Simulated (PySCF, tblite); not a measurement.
# C₅H₁₁BF₂O: geometry, infrared bands and NMR shifts

What infrared bands and NMR shifts should C₅H₁₁BF₂O (`COCC[C@@H](C)B(F)F`) show?

The runs use tblite 0.8.0 and PySCF 2.14.0, with density-fitted response routines of our own; the level of theory stands in each step. All values are computed, except where a source is named. Atoms count from 0, in the outputs and in this text.

### 1 The starting structure

20 atoms, charge 0, multiplicity 1; geometry from: force field or distance geometry start.

Bonds of the start (Å): C0–O1 1.42, O1–C2 1.42, C2–C3 1.54, C3–C4 1.53, C4–C5 1.54, C4–B6 1.60, B6–F7 1.45, B6–F8 1.45, C0–H9 1.12, C0–H10 1.11, C0–H11 1.10, C2–H12 1.11, C2–H13 1.11, C3–H14 1.10, C3–H15 1.13, C4–H16 1.12, C5–H17 1.11, C5–H18 1.11, C5–H19 1.11.

### 2 Relaxing the molecule with GFN2-xTB

Job settings and geometry (Å):

```
{"job": {"kind": "relax", "xc": "GFN2-xTB", "basis": "xTB"}, "charge": 0, "multiplicity": 1}
C      2.995100     0.815000     0.082200
O      1.821800     0.231500    -0.467500
C      1.095800    -0.389300     0.581000
C     -0.197800    -0.992200    -0.004700
C     -1.146200     0.042700    -0.620600
C     -2.280700    -0.654100    -1.394500
B     -1.767700     1.030700     0.472600
F     -1.494300     2.450500     0.418200
F     -2.568400     0.493900     1.554100
H      2.723300     1.624500     0.807700
H      3.636000     0.056200     0.566600
H      3.562300     1.275700    -0.741200
H      1.673900    -1.206900     1.049900
H      0.824700     0.347000     1.370000
H      0.094700    -1.735300    -0.766600
H     -0.729000    -1.554400     0.822000
H     -0.575600     0.665000    -1.353900
H     -2.876200    -1.303600    -0.712200
H     -2.947700     0.099600    -1.858000
H     -1.848900    -1.285800    -2.194700
```

Launch:

```bash
$ OMP_NUM_THREADS=1 python probes_run.py task.json out
```

One launch serves the whole session: the jobs run in the order shown.

**Question.** This job is followed by: GFN2-xTB harmonic vibrations, gas phase; GIAO PBE0/pcSseg-1 NMR shielding, non-relativistic, gas phase. What will the session give for the following? strongest single infrared mode (GFN2-xTB); zero-point energy (GFN2-xTB); 13C shifts against TMS (PBE0/pcSseg-1); 1H shifts against TMS (PBE0/pcSseg-1, means over atoms taken as alike); 17O shifts against H2O (PBE0/pcSseg-1); 11B shifts against BF3·OEt2 (PBE0/pcSseg-1); 19F shifts against CFCl3 (PBE0/pcSseg-1, means over atoms taken as alike).

**Answer**, as computed:

```
                                                                 quantity                                         value
                                strongest single infrared mode (GFN2-xTB)                         1272 cm⁻¹, 313 km/mol
                                             zero-point energy (GFN2-xTB)                                100.9 kcal/mol
                                   13C shifts against TMS (PBE0/pcSseg-1)              76.7, 61.6, 37.5, 20.2, 17.6 ppm
   1H shifts against TMS (PBE0/pcSseg-1, means over atoms taken as alike)  3.62, 3.50, 3.20, 1.90, 1.59, 1.48, 1.12 ppm
                                   17O shifts against H2O (PBE0/pcSseg-1)                                      25.9 ppm
                              11B shifts against BF3·OEt2 (PBE0/pcSseg-1)                                      28.6 ppm
19F shifts against CFCl3 (PBE0/pcSseg-1, means over atoms taken as alike)                                     -72.9 ppm
```

Relaxing lowered the energy by 0.760 eV in 127 steps; the close pair that moved most is B6–F8, from 1.449 to 1.320 Å. All 54 modes are real, so the xTB geometry is a minimum. The strongest single mode, at 1272 cm⁻¹, moves mainly B6. Unscaled tight-binding wavenumbers are off by several per cent, some by more. Its intensities can rank the bands wrongly. C2 (sp3 CH2 bonded to O) lies farthest downfield among carbon, at 76.7 ppm; deshielded by the electronegative neighbour. At PBE0/pcSseg-1: Shielding is most anisotropic at F7, F8 (span 304 ppm, paramagnetic term -226 ppm).
